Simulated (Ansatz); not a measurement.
## NiMoIrPdW under changes of volume

One of the cells (14.545 Å³/atom); the others are scaled copies at fixed shape and fractional positions:

```xyz
10
Lattice="2.7705 0.0000 0.0000 -1.3852 2.3993 0.0000 0.0000 0.0000 21.8812" Properties=species:S:1:pos:R:3 pbc="T T T"
Ni    0.0000    1.5995    0.9700
Ni    1.3852    0.7998   20.9101
Mo    1.3852    0.7998    7.4987
Mo    1.3852    0.7998   16.6997
Pd    0.0000    1.5995    9.7958
Pd    0.0000    1.5995   14.3810
Ir    0.0000    1.5995    5.2489
Ir    0.0000    1.5995   18.8288
W     1.3852    0.7998    2.9859
W     1.3852    0.7998   12.0872
```

The cell was built by a generator and needn't be a form met in nature.

| Item | Value |
| --- | --- |
| Program | Ansatz 0.2.0 |
| Functional | PBE |
| Potentials or basis | Ansatz PAW |
| Cutoff | 420 eV (not typed: the program's choice for these potentials) |
| k mesh | 11 × 11 × 2 |
| Occupations | fermi-dirac, width 0.05 eV |
| Spin | collinear spin, ferromagnetic start |
| Starting moments | [1.0, 1.0, 1.0, 1.0, 0.0, 0.0, 0.6, 0.6, 0.0, 0.0] μB |

```csv
volume (Å³/atom),energy over the lowest point (meV/atom),pressure (GPa),largest force (eV/Å)
13.672,46.76,18.4,0.626
13.963,?,?,?
14.254,4.64,5.4,0.286
14.545,0.00,-0.1,0.149
14.836,4.74,-4.9,0.198
15.126,17.84,-9.3,0.242
15.417,38.51,-13.1,0.304
```

Task: What does the run at 13.963 Å³/atom give?

Result: Energy over the lowest point 19.81 meV/atom; pressure 11.5 GPa; largest force 0.449 eV/Å.

Worked out: A Birch-Murnaghan fit of order 3 (a polynomial in V^(-2/3)) to the other rows has its minimum at 14.54 Å³/atom with B0 = V·E''(V) = 259 GPa and B' = 4.6 at fixed shape and positions, which overstates the stiffness. It gives 19.82 meV/atom at 13.963 Å³/atom, against the run's 19.81, and -dE/dV = 11.5 GPa, against 11.5.

Energies are extrapolated to zero smearing.

Caveats: the starting moments weren't kept.
